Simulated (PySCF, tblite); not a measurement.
# C5H11B: geometry, infrared bands and NMR shifts

Aim: predict the infrared bands and NMR shifts of C5H11B (`B/C=C(\C)CC`).

Computed with tblite 0.8.0 and PySCF 2.14.0, with density-fitted response routines of our own, on a single molecule in the gas phase. Atoms count from 0, in the outputs and in this text.

## 1. The starting structure

17 atoms, charge 0, multiplicity 1; geometry from: force field or distance geometry start.

Bonds of the start (Å): B0–C1 1.58, C1–C2 1.33, C2–C3 1.53, C2–C4 1.52, C4–C5 1.52, B0–H6 1.19, B0–H7 1.18, C1–H8 1.10, C3–H9 1.11, C3–H10 1.11, C3–H11 1.10, C4–H12 1.11, C4–H13 1.11, C5–H14 1.11, C5–H15 1.11, C5–H16 1.11.

## 2. Optimising the geometry with GFN2-xTB

What the job is given:

```
{"job": {"kind": "relax", "xc": "GFN2-xTB", "basis": "xTB"}, "charge": 0, "multiplicity": 1}
B      2.618600     0.161500     0.345500
C      1.179000    -0.497800     0.297300
C      0.124700    -0.005600    -0.350100
C      0.197400     1.289400    -1.155400
C     -1.197000    -0.757900    -0.299500
C     -1.890600    -0.576200     1.039800
H      2.837800     1.178400    -0.224500
H      3.484600    -0.351400     0.959000
H      1.085700    -1.435500     0.860000
H      0.488600     2.118400    -0.475700
H     -0.782000     1.539300    -1.606600
H      0.941100     1.172500    -1.960200
H     -1.887100    -0.398500    -1.094700
H     -1.012600    -1.838600    -0.495200
H     -1.258400    -0.975200     1.862700
H     -2.857600    -1.115900     1.052100
H     -2.079100     0.505000     1.235600
```

On the command line:

```
$ OMP_NUM_THREADS=1 python probes_run.py task.json out
```

One launch serves the whole session: the jobs run in the order shown.

**Question.** This job is followed by: GFN2-xTB harmonic vibrations, gas phase; GIAO PBE0/pcSseg-1 NMR shielding, non-relativistic, gas phase. Predict these results of the whole session: strongest single infrared mode (GFN2-xTB); zero-point energy (GFN2-xTB); ¹³C shifts against TMS (PBE0/pcSseg-1); ¹H shifts against TMS (PBE0/pcSseg-1, means over atoms taken as alike); ¹¹B shifts against BF3·OEt2 (PBE0/pcSseg-1).

The runs gave:

| quantity | value |
| --- | --- |
| strongest single infrared mode (GFN2-xTB) | 1643 cm⁻¹, 226 km/mol |
| zero-point energy (GFN2-xTB) | 91.1 kcal/mol |
| ¹³C shifts against TMS (PBE0/pcSseg-1) | 191.2, 140.5, 40.9, 22.6, 18.1 ppm |
| ¹H shifts against TMS (PBE0/pcSseg-1, means over atoms taken as alike) | 7.11, 6.97, 2.33, 2.29, 1.19 ppm |
| ¹¹B shifts against BF3·OEt2 (PBE0/pcSseg-1) | 65.3 ppm |

Relaxing lowered the energy by 0.207 eV in 142 steps; the close pair that moved most is B0–C1, from 1.584 to 1.533 Å. All 45 modes are real, so the xTB geometry is a minimum. The strongest single mode, at 1643 cm⁻¹, moves mainly C2 and C1. Unscaled tight-binding wavenumbers are off by several per cent, some by more. Its intensities can rank the bands wrongly. The most deshielded hydrogen is H8 (hydrogen on an alkene CH), at 7.11 ppm: olefinic region. At PBE0/pcSseg-1: The largest span, 276 ppm, is at C2, where the paramagnetic term is -266 ppm.
